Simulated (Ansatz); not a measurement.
**C3H8Cl3GeN: a ladder of functionals and wavefunction methods**

The task here is to estimate one member of a computed series from the others.

Computed with Ansatz 0.2.0, Gaussian basis. Level: functionals in def2-TZVPP, the program's frozen cores in correlated methods.

Plan: LDA (SPW92), PBE-D4, revPBE-D4, BLYP-D4, r2SCAN-D4, B97M-V, PBE0-D4, B3LYP-D4, r2SCANh-D4, r2SCAN0-D4, HSE06-D4, BHLYP-D4, CAM-B3LYP-D4, LC-ωPBE, ωB97X-V, ωB97M-V, B2PLYP, PBE-QIDH; CCSD(T)/def2-SVP; CCSD(T)/def2-TZVPP; MP2/def2-QZVPP; extrapolation to the limit; RPA on PBE.

### Structure used throughout

All runs share one geometry, relaxed beforehand with PBE0-D4 in a triple-zeta def2 set.

SMILES `CC(C)[NH][Ge]([Cl])([Cl])[Cl]`, 16 atoms, charge 0, spin multiplicity 1.

Atoms are counted from 1 here; the program's logs count them from 0.

Bond lengths: C1–C2 1.519 Å, C1–H9 1.092 Å, C1–H10 1.091 Å, C1–H11 1.095 Å, C2–C3 1.521 Å, C2–N4 1.462 Å, C2–H12 1.096 Å, C3–H13 1.091 Å, C3–H14 1.095 Å, C3–H15 1.093 Å, N4–Ge5 1.792 Å, N4–H16 1.012 Å, Ge5–Cl6 2.128 Å, Ge5–Cl7 2.146 Å, Ge5–Cl8 2.125 Å. Angles: C2–C1–H9 110.8°, C2–C1–H10 110.7°, C2–C1–H11 110.4°, H9–C1–H10 108.8°, H9–C1–H11 107.8°, H10–C1–H11 108.2°, C1–C2–C3 111.7°, C1–C2–N4 109.1°, C1–C2–H12 108.0°, C3–C2–N4 112.6°, C3–C2–H12 108.7°, N4–C2–H12 106.5°, C2–C3–H13 111.3°, C2–C3–H14 110.3°, C2–C3–H15 110.9°, H13–C3–H14 108.1°, H13–C3–H15 108.3°, H14–C3–H15 107.7° and more.

Set-up of the first run:

Contents of in.yaml:

```yaml
crystal:
  periodic: [false, false, false]
  atoms:
    - {symbol: C, position_ang: [-0.169182, -1.912379, 0.463969]}
    - {symbol: C, position_ang: [-0.387418, -0.460215, 0.073492]}
    - {symbol: C, position_ang: [-1.224164, 0.280704, 1.105536]}
    - {symbol: N, position_ang: [0.910115, 0.172713, -0.158485]}
    - {symbol: Ge, position_ang: [1.147682, 1.473768, -1.367323]}
    - {symbol: Cl, position_ang: [0.599129, 0.735929, -3.286279]}
    - {symbol: Cl, position_ang: [-0.003819, 3.261699, -1.083084]}
    - {symbol: Cl, position_ang: [3.199713, 2.025309, -1.327165]}
    - {symbol: H, position_ang: [-1.124137, -2.424453, 0.601983]}
    - {symbol: H, position_ang: [0.403964, -2.436146, -0.301973]}
    - {symbol: H, position_ang: [0.382904, -1.975474, 1.406981]}
    - {symbol: H, position_ang: [-0.918022, -0.443635, -0.885456]}
    - {symbol: H, position_ang: [-1.393323, 1.317015, 0.807960]}
    - {symbol: H, position_ang: [-0.717163, 0.283294, 2.075655]}
    - {symbol: H, position_ang: [-2.195423, -0.201739, 1.238804]}
    - {symbol: H, position_ang: [1.466546, 0.281010, 0.679487]}
basis:
  gaussian: {orbitals: def2-TZVPP}
hamiltonian: {xc: lda}
output: {orbitals: {seedname: orbitals}}
```

Run with:

```
ansatz run in.yaml --threads 5 --pin off --events-out ev --progress --plain --max-ram 66560MiB --backend cuda --devices 0, --max-vram 37GiB
```

Among the steps run: LDA; PBE-D4 (GGA); revPBE-D4 (GGA); BLYP-D4 (GGA); r2SCAN-D4 (meta-GGA); B97M-V (meta-GGA); B3LYP-D4 (hybrid); r2SCANh-D4 (hybrid); r2SCAN0-D4 (hybrid); HSE06-D4 (hybrid); BHLYP-D4 (hybrid); CAM-B3LYP-D4 (range-separated); LC-ωPBE (range-separated); ωB97X-V (range-separated); ωB97M-V (range-separated); B2PLYP (double hybrid); PBE-QIDH (double hybrid).

One of the session's tables, all rows but one given; the rest of the session is left out.

It belongs to the step «Orbital energies across the functionals». 

| functional | HOMO (eV) | gap (eV) |
| --- | --- | --- |
| LDA (SPW92) | -6.42 | 3.89 |
| PBE-D4 | -6.24 | 4.01 |
| revPBE-D4 | -6.17 | 4.06 |
| BLYP-D4 | -6.10 | 3.94 |
| r2SCAN-D4 | -6.54 | 4.56 |
| B97M-V | -6.66 | 4.79 |
| PBE0-D4 | -7.63 | 6.41 |
| B3LYP-D4 | -7.39 | 5.85 |
| r2SCANh-D4 | ? | ? |
| r2SCAN0-D4 | -7.84 | 6.77 |
| HSE06-D4 | -7.23 | 5.64 |
| BHLYP-D4 | -8.94 | 8.80 |
| CAM-B3LYP-D4 | -9.03 | 8.86 |
| LC-ωPBE | -10.41 | 11.52 |
| ωB97X-V | -10.05 | 11.05 |
| ωB97M-V | -9.95 | 10.79 |

**Question.** Estimate the row for r2SCANh-D4.

Worked estimate for «HOMO (eV)». Against the share of exact exchange, r2SCAN-D4 (0, -6.54), r2SCAN0-D4 (0.25, -7.84) give a slope of -5.20 per unit share; at 0.1 the line stands at -7.06.

As computed: HOMO (eV): -7.06; gap (eV): 5.44. In «HOMO (eV)» the line misses by 0.00.
